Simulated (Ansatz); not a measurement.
NiMoIrPdW:

```
Ni Mo Pd Ir W
1.0
     2.76078    0.00000    0.00000
    -1.38039    2.39090    0.00000
     0.00000    0.00000   11.34051
Ni Mo Pd Ir W
1 1 1 1 1
Cartesian
  0.0000 0.0000 8.0423
  1.3804 0.7970 3.3369
  1.3804 0.7970 10.1952
  0.0000 0.0000 1.2025
  1.3804 0.7970 6.0015
```

The cell was built by a generator and needn't be a form met in nature.

Base run:

```yaml
Program: Ansatz 0.2.0
Functional: BLYP
Potentials_or_basis: all-electron LAPW, scalar-relativistic
Cutoff: 282 eV (chosen from the basis error)
Basis_error_allowed: 0.002 eV/atom
k_mesh: 8 × 8 × 2
Occupations: fermi-dirac, width 0.05 eV
Spin: collinear spin, ferromagnetic start
Starting_moments: "[1.0, 1.0, 0.0, 0.6, 0.0] μB"
```

Its results: pressure 10.9 GPa; net moment 0.00 μB per cell; largest force 0.535 eV/Å.

Problem. The run is repeated on the same cell with these changes: functional from BLYP to revPBE. What comes out?

Solution. Pressure 2.9 GPa; net moment 0.00 μB per cell; largest force 0.309 eV/Å.

Caveats: the k mesh is thin for a metal, which can move the energy by tens of meV per atom; the starting moments weren't kept.
